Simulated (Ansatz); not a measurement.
# C₂H₉AlSi: up Jacob's ladder to CCSD(T)

An exercise on one series of results from a longer session: the logs are not shown, and one member is left open.

Computed with Ansatz 0.2.0, Gaussian basis. Level: functionals in def2-TZVPP, the program's frozen cores in correlated methods.

Levels to be run: PBE-D4, r2SCAN-D4, PBE0-D4, B3LYP-D4, ωB97X-V, ωB97M-V, B2PLYP; CCSD(T)/def2-TZVPP; MP2/def2-QZVPP; extrapolation to the limit.

## The geometry

An earlier PBE0-D4 in a triple-zeta def2 set relaxation fixed the geometry.

SMILES `C[CH2][AlH][SiH3]`, 13 atoms, charge 0, spin multiplicity 1.

Atoms are counted from 1 here; the program's logs count them from 0.

Bond lengths: C1–C2 1.527 Å, C1–H5 1.094 Å, C1–H6 1.094 Å, C1–H7 1.094 Å, C2–Al3 1.961 Å, C2–H8 1.099 Å, C2–H9 1.099 Å, Al3–Si4 2.463 Å, Al3–H10 1.594 Å, Si4–H11 1.494 Å, Si4–H12 1.491 Å, Si4–H13 1.494 Å. Angles: C2–C1–H5 111.7°, C2–C1–H6 112.3°, C2–C1–H7 111.7°, H5–C1–H6 107.1°, H5–C1–H7 106.7°, H6–C1–H7 107.1°, C1–C2–Al3 116.6°, C1–C2–H8 110.5°, C1–C2–H9 110.5°, Al3–C2–H8 107.2°, Al3–C2–H9 107.1°, H8–C2–H9 104.1°, C2–Al3–Si4 119.5°, C2–Al3–H10 119.5°, Si4–Al3–H10 121.1°, Al3–Si4–H11 110.9°, Al3–Si4–H12 114.2°, Al3–Si4–H13 110.8° and more.

Geometry (Å):

| atom | x (Å) | y (Å) | z (Å) |
| --- | --- | --- | --- |
| C1 | -0.7865 | 1.5290 | -0.5230 |
| C2 | 0.0399 | 1.3426 | 0.7478 |
| Al3 | 0.7827 | -0.4457 | 1.0572 |
| Si4 | 0.3396 | -2.2397 | -0.5714 |
| H5 | -0.2005 | 1.3134 | -1.4209 |
| H6 | -1.1670 | 2.5499 | -0.6241 |
| H7 | -1.6509 | 0.8595 | -0.5444 |
| H8 | 0.8792 | 2.0516 | 0.7687 |
| H9 | -0.5539 | 1.6046 | 1.6346 |
| H10 | 1.6629 | -0.7146 | 2.3583 |
| H11 | -1.1287 | -2.4634 | -0.7311 |
| H12 | 0.9479 | -3.5526 | -0.2137 |
| H13 | 0.8558 | -1.8691 | -1.9233 |

Set-up of the first run:

in.yaml reads:

```yaml
crystal:
  periodic: [false, false, false]
  atoms:
    - {symbol: C, position_ang: [-0.786471, 1.529008, -0.523026]}
    - {symbol: C, position_ang: [0.039886, 1.342579, 0.747793]}
    - {symbol: Al, position_ang: [0.782704, -0.445657, 1.057230]}
    - {symbol: Si, position_ang: [0.339574, -2.239700, -0.571361]}
    - {symbol: H, position_ang: [-0.200523, 1.313428, -1.420872]}
    - {symbol: H, position_ang: [-1.167039, 2.549919, -0.624127]}
    - {symbol: H, position_ang: [-1.650888, 0.859486, -0.544396]}
    - {symbol: H, position_ang: [0.879193, 2.051568, 0.768741]}
    - {symbol: H, position_ang: [-0.553919, 1.604590, 1.634633]}
    - {symbol: H, position_ang: [1.662900, -0.714576, 2.358253]}
    - {symbol: H, position_ang: [-1.128673, -2.463439, -0.731069]}
    - {symbol: H, position_ang: [0.947852, -3.552641, -0.213736]}
    - {symbol: H, position_ang: [0.855803, -1.869063, -1.923264]}
basis:
  gaussian: {orbitals: def2-TZVPP}
hamiltonian: {xc: pbe, dispersion: d4}
output: {forces: true, orbitals: {seedname: orbitals}}
```

The run is started by

```sh
$ ansatz run in.yaml --threads 4 --pin off --events-out ev --progress --plain --max-ram 10444MiB
```

Among the steps run: PBE-D4 (GGA); r2SCAN-D4 (meta-GGA); PBE0-D4 (hybrid); B3LYP-D4 (hybrid); ωB97X-V (range-separated); ωB97M-V (range-separated); B2PLYP (double hybrid); CCSD(T) in def2-TZVPP; MP2 in def2-QZVPP.

One table of the session follows, with a row left open; its other results are not shown here.

| method | atomisation energy (eV) |
| --- | --- |
| PBE-D4 | 44.344 |
| r2SCAN-D4 | 44.355 |
| PBE0-D4 | 44.151 |
| B3LYP-D4 | ? |
| ωB97X-V | 44.507 |
| ωB97M-V | 44.331 |
| B2PLYP | 43.747 |
| HF/def2-TZVPP | 33.935 |
| MP2/def2-TZVPP | 43.245 |
| CCSD/def2-TZVPP | 42.968 |
| CCSD(T)/def2-TZVPP | 43.372 |
| MP2/CBS | 44.204 |
| CCSD(T)/CBS | 44.331 |

Q: Estimate the row for B3LYP-D4 from the others.

The run gave: atomisation energy (eV): 44.296. In the column «atomisation energy (eV)» it lies between MP2/CBS (44.204) and ωB97M-V (44.331).
